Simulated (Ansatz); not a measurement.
# C₂H₄ClNSi: up Jacob's ladder to CCSD(T)

Aim: compute C₂H₄ClNSi with functionals from several rungs and with coupled cluster. The yardstick is the atomisation energy at the CCSD(T) limit.

Program: Ansatz 0.2.0, Gaussian basis. Level of theory: functionals in def2-TZVPP, the program's frozen cores in correlated methods. These are calculated values, not measurements.

Plan: PBE-D4, r2SCAN-D4, PBE0-D4, B3LYP-D4, ωB97X-V, ωB97M-V, B2PLYP; CCSD(T)/def2-TZVPP; MP2/def2-QZVPP; extrapolation to the limit.

## (1) The geometry

The geometry comes from an earlier relaxation with PBE0-D4 in a triple-zeta def2 set; it is a stationary point, not always the lowest conformer.

SMILES `C=C1N[SiH]1Cl`, 9 atoms, charge 0, spin multiplicity 1.

Atoms are counted from 1 here; the program's logs count them from 0.

Bond lengths: C1–C2 1.325 Å, C1–H6 1.081 Å, C1–H7 1.085 Å, C2–N3 1.408 Å, C2–Si4 1.802 Å, N3–Si4 1.688 Å, N3–H8 1.007 Å, Si4–Cl5 2.036 Å, Si4–H9 1.473 Å. Angles: C2–C1–H6 120.2°, C2–C1–H7 121.8°, H6–C1–H7 118.1°, C1–C2–N3 136.7°, C1–C2–Si4 161.1°, N3–C2–Si4 62.0°, C2–N3–Si4 70.6°, C2–N3–H8 129.4°, Si4–N3–H8 156.8°, C2–Si4–N3 47.4°, C2–Si4–Cl5 122.1°, C2–Si4–H9 127.1°, N3–Si4–Cl5 120.8°, N3–Si4–H9 119.9°, Cl5–Si4–H9 107.5°.

## (2) PBE-D4 (GGA)

in.yaml reads:

```yaml
crystal:
  periodic: [false, false, false]
  atoms:
    - {symbol: C, position_ang: [1.494314, 0.025251, -0.901428]}
    - {symbol: C, position_ang: [0.410515, -0.015685, -0.140588]}
    - {symbol: N, position_ang: [-0.518711, -0.991635, 0.266010]}
    - {symbol: Si, position_ang: [-0.986020, 0.514256, 0.868122]}
    - {symbol: Cl, position_ang: [-2.578583, 1.505635, 0.077178]}
    - {symbol: H, position_ang: [2.026253, 0.956215, -1.039610]}
    - {symbol: H, position_ang: [1.874524, -0.859220, -1.402591]}
    - {symbol: H, position_ang: [-0.640807, -1.934386, -0.065221]}
    - {symbol: H, position_ang: [-0.993086, 0.753368, 2.321129]}
basis:
  gaussian: {orbitals: def2-TZVPP}
hamiltonian: {xc: pbe, dispersion: d4}
output: {forces: true, orbitals: {seedname: orbitals}}
```

On the command line:

```console
ansatz run in.yaml --threads 4 --pin off --events-out ev --progress --plain --max-ram 10444MiB
```

Further steps of the session: r2SCAN-D4 (meta-GGA); PBE0-D4 (hybrid); B3LYP-D4 (hybrid); ωB97X-V (range-separated); ωB97M-V (range-separated); B2PLYP (double hybrid); CCSD(T) in def2-TZVPP; MP2 in def2-QZVPP.

Before running them: what should the planned runs give, taken together? Wanted: atomisation energy, CCSD(T)/CBS; farthest; mean size of error, hybrid; mean size of error, range-separated; gap, smallest and largest; T1 diagnostic; triples share of the correlation energy.

The runs gave:

| quantity | value |
| --- | --- |
| atomisation energy, CCSD(T)/CBS | 3392.3 kJ/mol |
| functionals within 17.0 kJ/mol (0.5 %) | B3LYP-D4 |
| farthest | PBE-D4 (+122.1 kJ/mol) |
| mean size of error, hybrid | 24.8 kJ/mol |
| mean size of error, range-separated | 26.9 kJ/mol |
| gap, smallest and largest | 4.03 eV (PBE-D4), 10.28 eV (ωB97X-V) |
| T1 diagnostic | 0.0125 |
| triples share of the correlation energy | 4.5 % |

PBE-D4 misses by +122.1 kJ/mol. Double hybrids carry the basis error of their MP2 part in triple zeta, and no dispersion term here, so their miss is partly the set-up's. Misses under about 17.0 kJ/mol are within the doubt on the reference itself, which lacks core-valence correlation, relativity and higher excitations. Hartree-Fock recovers 70 % of the binding; the rest is correlation. The gap grows from 4.0 to 10.3 eV across the functionals, mostly with the share of exact exchange.
